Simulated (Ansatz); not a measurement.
# Sr2CuO3: the cost of one run

Computed with Ansatz 0.2.0 (DFT PBEsol+U, scalar-relativistic, plane waves, PAW, unless a step's input says otherwise).

## 1. Starting point

The structure is orthorhombic, space group Immm (No. 71). The conventional cell has a = 3.499 Å, b = 3.914 Å, c = 12.709 Å, α = 90.00°, β = 90.00°, γ = 90.00°. Around Sr (site symmetry mm2) lie 7 O at 2.52 to 2.63 Å. Cu (site symmetry mmm) is surrounded by 4 O at 1.96 Å. O (site symmetry mm2) has 1 Cu at 1.96 Å and 5 Sr at 2.52 to 2.63 Å as nearest neighbours. O (site symmetry mmm) has 2 Cu at 1.96 Å and 4 Sr at 2.57 Å as nearest neighbours.

Coordinates:

```xyz
12
Lattice="3.4990 0.0000 0.0000 0.0000 7.8280 0.0000 1.7495 1.9570 6.3545" Properties=species:S:1:pos:R:3 pbc="T T T"
Sr    1.7495    3.9140    1.8758
Sr    1.7495    7.8280    1.8758
Sr    3.4990    1.9570    4.4787
Sr    3.4990    5.8710    4.4787
Cu    0.0000    1.9570    0.0000
Cu    0.0000    5.8710    0.0000
O     1.7495    3.9140    4.3973
O     1.7495    7.8280    4.3973
O     3.4990    1.9570    1.9572
O     3.4990    5.8710    1.9572
O     0.0000    0.0000    0.0000
O     0.0000    3.9140    0.0000
```

The structure rests on an entry of the Crystallography Open Database; cell or positions may have been set otherwise for this series.

## 2. Single point: Sr2CuO3, moments +−

Contents of input.yaml:

```yaml
crystal:
  lattice:
    - [3.499, 0.0, 0.0]
    - [0.0, 7.828, 0.0]
    - [1.7495, 1.957, 6.3545]
  atoms:
    - { symbol: Sr, position: [0.3524, 0.4262, 0.2952] }
    - { symbol: Sr, position: [0.3524, 0.9262, 0.2952] }
    - { symbol: Sr, position: [0.6476, 0.0738, 0.7048] }
    - { symbol: Sr, position: [0.6476, 0.5738, 0.7048] }
    - { symbol: Cu, position: [0.0, 0.25, 0.0], spin: 1.0 }
    - { symbol: Cu, position: [0.0, 0.75, 0.0], spin: -1.0 }
    - { symbol: O, position: [0.154, 0.327, 0.692] }
    - { symbol: O, position: [0.154, 0.827, 0.692] }
    - { symbol: O, position: [0.846, 0.173, 0.308] }
    - { symbol: O, position: [0.846, 0.673, 0.308] }
    - { symbol: O, position: [0.0, 0.0, 0.0] }
    - { symbol: O, position: [0.0, 0.5, 0.0] }
magnetization:
  spin_polarized: true
scf:
  occupations: { method: gaussian, width: 0.02 }
output:
  forces: true
  stress: true
  eigenvalues: true
  populations: true
  write_density: true
  write_potential: true
  elf: true
  volumetric_format: npy
hamiltonian:
  hubbard: { sites: [{ species: Cu, l: d, u_eff: 10.0 }] }
  xc: pbesol
kpoints:
  mp_grid: { grid: [8, 4, 4] }
```

Run with:

```sh
$ ansatz run input.yaml --threads 2 --pin off --max-ram 6144MiB --backend cpu --events-out ev --progress --plain --runs-dir out
```

What time and memory should one allow on 2 threads of Arm Neoverse V1, shared host?

About 2.2 min, with a peak of 1.5 GiB.
